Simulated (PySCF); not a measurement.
# MoO4: the cost of one run

Programs: PySCF 2.14.0, with routines of our own; each step states its level. All values are computed. Atoms count from 0.

1 further run of the same task is left out (for a known fault of the program).

## 1. The system as given

5 atoms, charge -2, multiplicity 1; geometry from: GFN2-xTB.

## 2. Geometry optimisation at PBE0-D3(BJ)/def2-SVP

What the job is given:

```
{"job": {"xc": "PBE0", "basis": "def2-SVP", "d3": "d3bj", "grid": 1, "maxiter": 30, "shake": 0.01, "kind": "geom"}, "charge": -2, "multiplicity": 1}
O      0.065360    -0.999220     1.415120
Mo    -0.003940    -0.003880    -0.005650
O     -0.144980    -1.009590    -1.397810
O      1.475540     0.933880    -0.105440
O     -1.358410     1.044830     0.055890
```

On the command line:

```sh
$ OMP_NUM_THREADS=1 python heavy_run.py task.json out
```

This one command runs all jobs of the session in turn.

**Question.** How long does this run take on 1 thread of Arm Neoverse V1, shared host?

About 26 s.
